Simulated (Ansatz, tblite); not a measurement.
# Sn(SH)H3 (SnH4S): one state, many levels

One table from this session's results is given with a row withheld; the runs are named, their logs left out.

Method: as each input shows; program: Ansatz 0.2.0, Gaussian basis.

The runs, in order: GFN1-xTB, GFN2-xTB, PBE-D4/def2-TZVP, r2SCAN-D4/def2-TZVP, BLYP-D4/def2-TZVP, B97M-V/def2-TZVP, CAM-B3LYP-D4/def2-TZVP, HSE06-D4/def2-TZVP, PBE-QIDH/def2-TZVP, B3LYP-D4/def2-TZVP, revPBE-D4/def2-TZVP, PBE-D4/def2-SVP, PBE0-D4/def2-SVP, PBE0-D4/def2-TZVPD, PBE-D4/def2-TZVPD, r2SCAN-D4/def2-TZVPD, CCSD(T)/def2-TZVPP, MP2/def2-TZVP, RPA/def2-TZVP, CCSD(T)/def2-TZVPD.

7 further runs of the same task are left out: 1 that didn't finish, 6 set aside as unsound or not needed. Runs told in other sessions of the task aren't counted.

### The geometry

The singlet was relaxed beforehand with PBE-D4/def2-TZVP.

6 atoms, charge 0, spin multiplicity 1.

Bond lengths: Sn1–S2 2.428 Å, Sn1–H4 1.714 Å, Sn1–H5 1.720 Å, Sn1–H6 1.720 Å, S2–H3 1.354 Å. Angles: S2–Sn1–H4 104.5°, S2–Sn1–H5 109.6°, S2–Sn1–H6 109.7°, H4–Sn1–H5 111.4°, H4–Sn1–H6 111.4°, H5–Sn1–H6 110.1°, Sn1–S2–H3 93.4°.

Sn takes a core potential in the def2 sets. No spin-orbit coupling is included.

PBE0-D4/def2-TZVP was run before; its log isn't repeated, and its numbers join the tables.

The first run:

Tight binding, by tblite at 300 K electronic temperature and without a spin-polarisation term:

```python
tblite.interface.Calculator('GFN1-xTB', numbers, positions, charge=0, uhf=0).singlepoint()
```

Tight binding, by tblite at 300 K electronic temperature and without a spin-polarisation term:

```python
tblite.interface.Calculator('GFN2-xTB', numbers, positions, charge=0, uhf=0).singlepoint()
```

start.molden holds the orbitals of an earlier run on this state, given as this run's starting guess.

Input file in.yaml:

```yaml
crystal:
  periodic: [false, false, false]
  atoms:
    - {symbol: Sn, position_ang: [0.195739, -0.012728, -0.565327]}
    - {symbol: S, position_ang: [0.276842, 0.021291, 1.860894]}
    - {symbol: H, position_ang: [-1.071179, 0.051284, 1.986614]}
    - {symbol: H, position_ang: [1.840060, -0.017143, -1.050160]}
    - {symbol: H, position_ang: [-0.623374, 1.388401, -1.133895]}
    - {symbol: H, position_ang: [-0.618089, -1.431105, -1.098116]}
basis:
  gaussian: {orbitals: def2-TZVP, initial_orbitals: start.molden}
hamiltonian: {xc: pbe, dispersion: d4}
scf: {omitted_lower_state_checks: [starts]}
output: {forces: true, orbitals: {seedname: orbitals}}
```

Command:

```bash
$ ansatz run in.yaml --threads 4 --pin off --events-out ev --progress --plain --max-ram 3916MiB
```

Among the steps run: PBE-D4/def2-TZVP; r2SCAN-D4/def2-TZVP; BLYP-D4/def2-TZVP; B97M-V/def2-TZVP; CAM-B3LYP-D4/def2-TZVP; HSE06-D4/def2-TZVP; PBE-QIDH/def2-TZVP; B3LYP-D4/def2-TZVP; revPBE-D4/def2-TZVP; PBE-D4/def2-SVP; PBE0-D4/def2-SVP; PBE0-D4/def2-TZVPD; PBE-D4/def2-TZVPD; r2SCAN-D4/def2-TZVPD; CCSD(T)/def2-TZVPP; MP2/def2-TZVP; RPA/def2-TZVP; CCSD(T)/def2-TZVPD.

One table of the session follows, with a row left open; its other results are not shown here.

| level | HOMO (eV) | LUMO (eV) | gap (eV) |
| --- | --- | --- | --- |
| PBE-D4/def2-SVP | -5.83 | -1.25 | 4.57 |
| PBE-D4/def2-TZVP | -6.03 | -1.53 | 4.50 |
| PBE-D4/def2-TZVPD | -6.08 | -1.65 | 4.43 |
| revPBE-D4/def2-TZVP | -5.99 | -1.44 | 4.55 |
| BLYP-D4/def2-TZVP | -5.87 | -1.48 | 4.39 |
| r2SCAN-D4/def2-TZVP | -6.30 | -1.22 | 5.08 |
| r2SCAN-D4/def2-TZVPD | -6.34 | -1.30 | 5.03 |
| B97M-V/def2-TZVP | -6.42 | -1.30 | 5.13 |
| B3LYP-D4/def2-TZVP | -7.01 | -0.97 | 6.04 |
| PBE0-D4/def2-SVP | -7.10 | -0.41 | 6.69 |
| PBE0-D4/def2-TZVP | -7.25 | -0.69 | 6.56 |
| PBE0-D4/def2-TZVPD | -7.29 | -0.84 | 6.45 |
| HSE06-D4/def2-TZVP | ? | ? | ? |
| CAM-B3LYP-D4/def2-TZVP | -8.56 | 0.20 | 8.76 |

**Question.** Estimate the row for HSE06-D4/def2-TZVP.

As computed: HOMO (eV): -6.85; LUMO (eV): -1.06; gap (eV): 5.79. In the column «HOMO (eV)» it lies between B3LYP-D4/def2-TZVP (-7.01) and B97M-V/def2-TZVP (-6.42).
